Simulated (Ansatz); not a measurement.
# CHBClI (SMILES ClB=CI): one structure at several levels

One table from this session's results is given with a row withheld; the runs are named, their logs left out.

Method: single points in def2-TZVPP; program: Ansatz 0.2.0, Gaussian basis.

Correlated methods freeze the cores. Filled d shells of the heavier atoms are correlated. Core potentials replace the inner electrons past krypton, and spin-orbit coupling is left out.

## The system as given

SMILES `ClB=CI`, 5 atoms, charge 0, spin multiplicity 1.

Atoms are counted from 1 here; the program's logs count them from 0.

Bond lengths: Cl1–B2 1.634 Å, B2–C3 1.455 Å, C3–I4 2.260 Å, C3–H5 1.081 Å. Angles: Cl1–B2–C3 175.8°, B2–C3–I4 114.0°, B2–C3–H5 134.8°, I4–C3–H5 111.1°.

Geometry (Å):

```xyz
5
charge 0, multiplicity 1
Cl   -1.06620   -1.38060    1.89970
B    -0.46010   -0.56650    0.61910
C     0.01470    0.10060   -0.58350
I     1.58460    1.68110   -0.20050
H    -0.16830   -0.01780   -1.64220
```

The first run:

Input file run/in.yaml:

```yaml
crystal:
  periodic: [false, false, false]
  atoms:
    - {symbol: Cl, position_ang: [-1.066200, -1.380600, 1.899700]}
    - {symbol: B, position_ang: [-0.460100, -0.566500, 0.619100]}
    - {symbol: C, position_ang: [0.014700, 0.100600, -0.583500]}
    - {symbol: I, position_ang: [1.584600, 1.681100, -0.200500]}
    - {symbol: H, position_ang: [-0.168300, -0.017800, -1.642200]}
basis:
  gaussian: {orbitals: def2-TZVPP}
correlation: {method: ccsd_t}
output: {forces: true}
```

No record of the launch command was kept for these runs.

Steps of the session up to this table: CCSD(T)/def2-TZVPP; PBE0-D4/def2-TZVPP; wB97M-V/def2-TZVPP; r2SCAN-D4/def2-TZVPP; PBE-D4/def2-TZVPP; wB97X-V/def2-TZVPP; BLYP-D4/def2-TZVPP.

One of the session's tables, all rows but one given; the rest of the session is left out.

```
   method  RMS force component (eV/Å)  angle to CCSD(T) forces (°)  dipole (D)
  CCSD(T)                       1.457                    reference        2.17
  PBE0-D4                       1.523                          6.4        2.25
  wB97M-V                       1.607                          5.0        2.41
r2SCAN-D4                       1.460                          6.3        2.26
   PBE-D4                       1.423                          5.3        2.09
  wB97X-V                           ?                            ?           ?
  BLYP-D4                       1.453                          8.7        2.11
```

Q: Estimate the row for wB97X-V from the others.

As computed: RMS force component (eV/Å): 1.600; angle to CCSD(T) forces (°): 4.7; dipole (D): 2.39. In the column «RMS force component (eV/Å)» it lies between PBE0-D4 (1.523) and wB97M-V (1.607).
